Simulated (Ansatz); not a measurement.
# SbH₃ (singlet): the correlation ladder at a displaced geometry (v2), def2-TZVPP

An exercise on one series of results from a longer session: the logs are not shown, and one member is left open.

The runs use Ansatz 0.2.0, Gaussian basis; def2-TZVPP, core rule «outside noble gas», up to 9 orbitals frozen.

Plan: UHF; CCSD(T) on RHF; BCCD(T) on RHF; CCSDT(Q) on RHF; CASSCF and NEVPT2, 8 electrons in 7 orbitals.

10 further runs of the same task are left out: 5 that didn't finish, 5 set aside as unsound or not needed.

## The system

The geometry is a PBE0/def2-TZVP stationary point (not a proven minimum) with its atoms shifted at random (size 0.100 Å). No spin-orbit coupling is included. Elements past krypton take def2 core potentials.

4 atoms, charge 0, spin multiplicity 1.

Atoms are counted from 1 here; the program's logs count them from 0.

Bond lengths: Sb1–H2 1.582 Å, Sb1–H3 1.732 Å, Sb1–H4 1.779 Å. Angles: H2–Sb1–H3 90.8°, H2–Sb1–H4 88.8°, H3–Sb1–H4 90.9°.

The first run:

The input, in.yaml:

```yaml
crystal:
  periodic: [false, false, false]
  atoms:
    - {symbol: Sb, position_ang: [0.002200, 0.000761, -0.023591]}
    - {symbol: H, position_ang: [1.243748, 0.021047, 0.956216]}
    - {symbol: H, position_ang: [-0.806431, 1.193225, 0.937294]}
    - {symbol: H, position_ang: [-0.703129, -1.306232, 0.956245]}
basis:
  gaussian: {orbitals: def2-TZVPP}
magnetization: {spin_polarized: true, initial_magnetization: 0}
hamiltonian: {xc: hf}
output: {orbitals: {seedname: orbitals}}
```

Launch:

```console
$ ansatz run in.yaml --threads 1 --pin off --events-out ev --progress --plain --max-ram 2393MiB
```

Steps of the session up to this table: UHF; CCSD(T) on RHF; BCCD(T) on RHF; CCSDT(Q) on RHF; CASSCF and NEVPT2, 8 electrons in 7 orbitals.

One table of the session follows, with a row left open; its other results are not shown here.

It belongs to the step «Misses and costs». 

```
        method  from RCCSDT(Q) (meV)
           RHF               +4738.5
          RMP2                +922.6
         RCCSD                +161.1
      RCCSD(T)                     ?
       BCCD(T)                 +25.9
        RCCSDT                  +5.1
     RCCSDT(Q)                     0
CASSCF valence               +3315.0
NEVPT2 valence                +850.3
```

Estimate the missing values for RCCSD(T).

**Answer.** from RCCSDT(Q) (meV): +26.4. In the column «from RCCSDT(Q) (meV)» it lies between BCCD(T) (+25.9) and RCCSD (+161.1).
